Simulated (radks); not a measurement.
# The Coulomb parameter U of the 3d shell of Cu²⁺

The task here is to estimate one member of a computed series from the others.

Program: radks (a radial shooting solver on a logarithmic mesh, Libxc functionals) version 1. Level of theory: Dirac Kohn-Sham, PBE, spin-unpolarised, spherical densities, point nucleus; open shells are shared between the two j in proportion to 2j + 1. These are calculated values, not measurements, unless marked.

## The atom as given

* element: copper (Z = 29)
* charge: +2
* electrons: 27
* configuration: [Ar] 3d8 4p1

Outer shells as boxes (Hund's rule):

Cu²⁺
```
[Ar] core
3d [↑↓][↑↓][↑↓][↑ ][↑ ]
4p [↑ ][  ][  ]
```

Set-up of the first run:

Input:

```text
Z 29
configuration [Ar] 3d8 4p1
relativity Dirac
functional pbe,pbe
spin unpolarised
j_filling average
nucleus point
c 137.035999084
```

Among the steps run: Start: [Ar] 3d8 4p1.

One table of the session follows, with a row left open; its other results are not shown here.

It belongs to the step «Start: [Ar] 3d8 4p1». Sizes of the orbitals, from the radial functions (bohr):

```
level     <r>  outermost maximum (interpolated)  90 % within  nodes
2p3/2  0.2075                             0.159        0.339      0
3s1/2  0.7053                             0.612         1.06      2
3p1/2       ?                                 ?            ?      ?
3p3/2  0.7402                             0.619         1.14      1
3d3/2  0.8631                             0.587         1.47      0
3d5/2  0.8679                             0.589         1.48      0
4p1/2   2.586                              2.21         3.86      2
4p3/2   2.612                              2.24         3.89      2
```

Q: Estimate the row for 3p1/2 from the others.

The run gave: <r>: 0.7302; outermost maximum (interpolated): 0.612; 90 % within: 1.12; nodes: 1. In the column «<r>» it lies between 3s1/2 (0.7053) and 3p3/2 (0.7402).
